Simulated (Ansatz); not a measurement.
# CH3NSi: interaction energy of a dimer with the counterpoise correction in Python

How strongly do two molecules of CH3NSi bind, and how much of that is basis error? The task is the interaction energy of a dimer with the counterpoise correction, for CH3NSi. SMILES: N#C[SiH3].

Program: Ansatz 0.2.0 through its Python package. Level of theory: r2SCAN/def2-SVPD. These are calculated values, not measurements.

### Step 1. Starting point

Bond lengths: N1–C2 1.224 Å, C2–Si3 1.896 Å, Si3–H4 1.396 Å, Si3–H5 1.509 Å, Si3–H6 1.497 Å. Angles: N1–C2–Si3 179.0°, C2–Si3–H4 111.7°, C2–Si3–H5 109.9°, C2–Si3–H6 110.9°, H4–Si3–H5 106.4°, H4–Si3–H6 110.7°, H5–Si3–H6 107.0°.

No structure file is read: the coordinates are typed or built in the script.

### Step 2. Script

File ch3nsi_dimer.py:

```python
"""Binding of a CH3NSi dimer at a trial geometry."""

import ansatz as az

FIRST = [
    ("N", (1.1562, -1.9773, 1.1091)),
    ("C", (0.5805, -1.0317, 0.5865)),
    ("Si", (-0.2928, 0.4296, -0.2486)),
    ("H", (-1.3771, 0.01, -1.022)),
    ("H", (0.6583, 1.1265, -1.19)),
    ("H", (-0.725, 1.4431, 0.765)),
]
SECOND = [
    ("N", (-5.1434, 1.1466, -2.0745)),
    ("C", (-4.1422, 1.0663, -2.7744)),
    ("Si", (-2.5925, 0.9101, -3.8558)),
    ("H", (-2.9172, 0.7732, -5.2071)),
    ("H", (-1.8227, -0.3302, -3.4743)),
    ("H", (-1.6757, 2.075, -3.6461)),
]

def energy(atoms, ghosts=()):
    molecule = az.Crystal.molecule()
    for symbol, xyz in atoms:
        molecule = molecule.atom(symbol, xyz)
    calc = (
        molecule.calculation()
        .basis(gaussian="def2-SVPD")
        .functional("r2SCAN")
    )
    deck = calc.input()
    if ghosts:
        deck = deck.set(az.key.basis.gaussian.ghost_atoms, [{"symbol": s, "position_ang": list(xyz)} for s, xyz in ghosts])
    return az.Session.from_dict(deck).plan().execute().report["free_energy_ev"]


def main() -> None:
    # ghost atoms carry the functions of the partner
    both = energy(FIRST + SECOND)
    alone = energy(FIRST) + energy(SECOND)
    ghosted = energy(FIRST, SECOND) + energy(SECOND, FIRST)
    print(f"dimer {both:.6f} eV")
    print(f"interaction, uncorrected   {96.485332 * (both - alone):8.3f} kJ/mol")
    print(f"interaction, counterpoise  {96.485332 * (both - ghosted):8.3f} kJ/mol")
    print(f"basis-set superposition    {96.485332 * (alone - ghosted):8.3f} kJ/mol")


if __name__ == "__main__":
    main()
```

### Step 3. What the engine is handed

The package turns the script's settings into the engine's input (first run):

```yaml
crystal:
  periodic: [false, false, false]
  atoms:
    - { symbol: "N", position_ang: [1.1562, -1.9773, 1.1091] }
    - { symbol: C, position_ang: [0.5805, -1.0317, 0.5865] }
    - { symbol: Si, position_ang: [-0.2928, 0.4296, -0.2486] }
    - { symbol: H, position_ang: [-1.3771, 0.01, -1.022] }
    - { symbol: H, position_ang: [0.6583, 1.1265, -1.19] }
    - { symbol: H, position_ang: [-0.725, 1.4431, 0.765] }
    - { symbol: "N", position_ang: [-5.1434, 1.1466, -2.0745] }
    - { symbol: C, position_ang: [-4.1422, 1.0663, -2.7744] }
    - { symbol: Si, position_ang: [-2.5925, 0.9101, -3.8558] }
    - { symbol: H, position_ang: [-2.9172, 0.7732, -5.2071] }
    - { symbol: H, position_ang: [-1.8227, -0.3302, -3.4743] }
    - { symbol: H, position_ang: [-1.6757, 2.075, -3.6461] }
basis:
  gaussian:
    orbitals: def2-SVPD
hamiltonian:
  xc: r2scan
```

### Step 4. The run

Run with:

```sh
python ch3nsi_dimer.py
```

**Question.** How large is the interaction at this pose, and how much of it is basis-set superposition?

**Answer**, as computed:

| quantity | value |
| --- | --- |
| interaction energy, uncorrected | -0.232 kJ/mol |
| interaction energy, counterpoise | 1.557 kJ/mol |
| runs compared | 5 |

The counterpoise correction turns the binding into repulsion: what looked like attraction was the basis set's error. Uncorrected it is -0.232 kJ/mol, with the counterpoise correction 1.557 kJ/mol; the difference, 1.79 kJ/mol, is the superposition error. The sign changes with the correction, so this basis doesn't settle it. What to keep in mind:
- The dimer is a generated trial pose of unrelaxed monomers, not a minimum, so the figure is no binding energy, and the basis set is small.
- This level lacks the dispersion part of the attraction (electrostatics and induction are there), which can decide the sign where the interaction is weak.
